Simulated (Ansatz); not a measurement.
Crystal: Co2Pd.

```xyz
3
Lattice="2.6379 0.0000 0.0000 -1.3190 2.2845 0.0000 0.0000 0.0000 6.3193" Properties=species:S:1:pos:R:3 pbc="T T T"
Pd    0.0000    0.0000    0.0000
Co    1.3190    0.7615    2.2104
Co    0.0000    1.5230    4.1090
```

The cell comes from a database or a generator and needn't be the stable form of this composition.

Alike in all runs: program Ansatz 0.2.0; functional PBEsol; potentials or basis Ansatz PAW; cutoff 420 eV (not typed: the program's choice for these potentials); k mesh 10 × 10 × 4; occupations fermi-dirac, width 0.05 eV.

**Question.** Only the start or the spin constraint differs. Which run ends lowest in energy?
A. collinear spin, ferromagnetic start of up to 2 μB; fixed moment 4
B. collinear spin, ferromagnetic start of up to 0.5 μB; fixed moment 1
C. collinear spin, program default start; fixed moment 0
D. collinear spin, ferromagnetic start of up to 2.5 μB; fixed moment 5
E. collinear spin, ferromagnetic start of up to 1.5 μB; fixed moment 3
F. collinear spin, ferromagnetic start of up to 1 μB; fixed moment 2

**Answer.** A.

```tsv
start	free energy over the lowest (meV/atom)	net moment (μB)	site or absolute moments (μB)	gap
collinear spin, ferromagnetic start of up to 2.5 μB; fixed moment 5	130.3	5.00	Pd +0.63; Co +2.16	-
collinear spin, ferromagnetic start of up to 2 μB; fixed moment 4	0.0	4.00	Pd +0.34; Co +1.89	-
collinear spin, ferromagnetic start of up to 1.5 μB; fixed moment 3	42.1	3.00	Pd -0.08; Co +1.63	-
collinear spin, program default start; fixed moment 0	228.3	0.00	-	-
collinear spin, ferromagnetic start of up to 0.5 μB; fixed moment 1	202.9	1.00	Pd -0.12; Co +0.60	-
collinear spin, ferromagnetic start of up to 3 μB; fixed moment 6	490.0	6.00	Pd +0.91; Co +2.40	-
collinear spin, ferromagnetic start of up to 1 μB; fixed moment 2	132.7	2.00	Pd -0.16; Co +1.15	-
collinear spin, ferromagnetic start of up to 4 μB; fixed moment 8	1929.3	8.00	Pd +1.35; Co +2.90	-
```

All polarised runs hold their moment fixed, so the table maps the energy against it. A still lower state may exist.

Caveats: the total moment is fixed, so each spin has its own Fermi level.
